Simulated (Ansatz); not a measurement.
Runs of Ansatz 0.2.0 on CoAu4. Symmetry: R-3m, No. 166, trigonal system. The conventional cell has a = 2.906 Å, b = 2.906 Å, c = 34.998 Å, α = 90.00°, β = 90.00°, γ = 120.00°. Around Au (site symmetry 3m) lie 3 Co at 2.69 Å and 9 Au at 2.91 to 3.00 Å. Au (site symmetry 3m) is surrounded by 12 Au at 2.91 to 3.00 Å. Around Co (site symmetry -3m) lie 6 Au at 2.69 Å and 6 Co at 2.91 Å. The cell comes from a database or a generator and needn't be the stable form of this composition.

```csv
spin,fixed moment (μB),pressure (GPa),moment (μB),largest force (eV/Å)
"collinear, ferromagnetic start",4.0,-7.5,4.00,0.03
"collinear, ferromagnetic start",0.5,(b),0.50,0.08
"collinear, ferromagnetic start",2.5,-9.7,2.50,0.04
"collinear, program default start",0.0,-11.7,0.00,0.09
"collinear, ferromagnetic start",1.5,(a),1.50,0.01
"collinear, ferromagnetic start",1.0,-11.0,1.00,0.04
"collinear, ferromagnetic start",2.0,(d),2.00,0.02
"collinear, ferromagnetic start",3.0,-9.0,3.00,(c)
```

Alike in all rows: task single point; level PBEsol; potentials or basis Ansatz PAW; cell as given; k mesh 9 × 9 × 9; cutoff (eV) 420; smearing fermi-dirac 0.05 eV.

Q: Estimate the missing entries.

A: (a) -10.5; (b) -11.5; (c) 0.05; (d) -10.1.

Caveats: the total moment is fixed, so each spin has its own Fermi level; the PAW data sets come from PBE, with cores solved anew for the run's functional, which leaves a small shift of forces and pressure; the thresholds are loose for stress.
